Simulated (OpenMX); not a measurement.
Runs of OpenMX 3.8.5 on HPbNO4. The typed cell holds 7 atoms: a = 4.204 Å, b = 4.339 Å, c = 6.729 Å, α = 71.95°, β = 72.29°, γ = 62.23°. The cell was built by a generator and needn't be a form met in nature.

```csv
task,level,potentials or basis,spin,k mesh,SCF threshold,max SCF cycles,"grid points, held for all volumes",gap on the mesh (eV),pressure (GPa),moment (μB),largest force (eV/Å)
band structure,PBE,"OpenMX 2013 PBE set, H6.0-s2p1, Pb8.0-s3p2d2f1, N6.0-s2p2d1, O6.0-s2p2d1, grid cutoff 500 Ry","non-collinear, zero start, SOC",5 × 5 × 3,1e-07 Ha,100,-,2.75,-,0.00,1.20
band structure,PBE,"OpenMX 2013 PBE set, H6.0-s2p1, Pb8.0-s3p2d2f1, N6.0-s2p2d1, O6.0-s2p2d1, grid cutoff 500 Ry",off,7 × 7 × 5,1e-08 Ha,100,-,2.86,2.1,-,1.19
band structure,LDA,"OpenMX 2013 LDA set, H6.0-s2p1, Pb8.0-s3p2d2f1, N6.0-s2p2d1, O6.0-s2p2d1, grid cutoff 500 Ry",off,5 × 5 × 5,1e-08 Ha,100,-,2.82,-3.7,-,0.49
band structure,PBE,"OpenMX 2013 PBE set, H5.0-s2, Pb8.0-s3p2d2, N6.0-s2p2, O6.0-s2p2, grid cutoff 500 Ry",off,7 × 7 × 5,1e-08 Ha,100,-,2.36,10.9,-,5.52
single point,PBE,"OpenMX 2013 PBE set, H6.0-s2p1, Pb8.0-s3p2d2f1, N6.0-s2p2d1, O6.0-s2p2d1, grid cutoff 500 Ry",off,7 × 7 × 5,1e-08 Ha,100,-,2.86,2.1,-,1.19
band structure,PBE,"OpenMX 2013 PBE set, H6.0-s2p1, Pb8.0-s3p2d2f1, N6.0-s2p2d1, O6.0-s2p2d1, grid cutoff 500 Ry","non-collinear, zero start, SOC",5 × 5 × 5,1e-07 Ha,100,-,2.73,-,0.00,1.20
band structure,PBE,"OpenMX 2013 PBE set, H6.0-s2p1, Pb8.0-s3p2d2f1, N6.0-s2p2d1, O6.0-s2p2d1, grid cutoff 500 Ry",off,5 × 5 × 5,1e-08 Ha,100,-,(a),2.1,-,1.19
band structure,PBE,"OpenMX 2013 PBE set, H6.0-s2p1, Pb8.0-s3p2d2f1, N6.0-s2p2d1, O6.0-s2p2d1, grid cutoff 500 Ry","non-collinear, zero start",5 × 5 × 3,1e-07 Ha,100,-,2.91,-,0.00,1.19
band structure,PBE,"OpenMX 2013 PBE set, H5.0-s2, Pb8.0-s3p2d2, N6.0-s2p2, O6.0-s2p2, grid cutoff 500 Ry",off,5 × 5 × 5,1e-08 Ha,100,-,2.41,10.9,-,5.52
band structure,PBE,"OpenMX 2013 PBE set, H7.0-s2p2d1, Pb8.0-s3p2d2f2, N6.0-s3p2d2, O6.0-s3p2d2, grid cutoff 500 Ry",off,7 × 7 × 5,1e-08 Ha,100,-,(b),(c),-,0.96
```

Alike in all rows: cell as given; smearing fermi-dirac 0.05 eV.

Task: Estimate the missing entries.

Result: (a) 2.90; (b) 2.81; (c) 1.5.

Caveats: the basis of atomic orbitals isn't converged, which shifts pressures, moduli and gaps; forces of over 1 eV/Å show positions far from the minimum, so gaps and moduli don't describe the material at rest (some runs); spin-orbit coupling is left out, which as a rule narrows the gap of such compounds by several tenths of an eV (some runs); total energies with and without spin-orbit coupling shouldn't be compared in this program (some runs); an odd mesh through Γ misses points on the zone boundary, where band edges often lie (some runs).

A k mesh can miss the band edges, and rows without SOC leave out spin-orbit coupling on Pb.
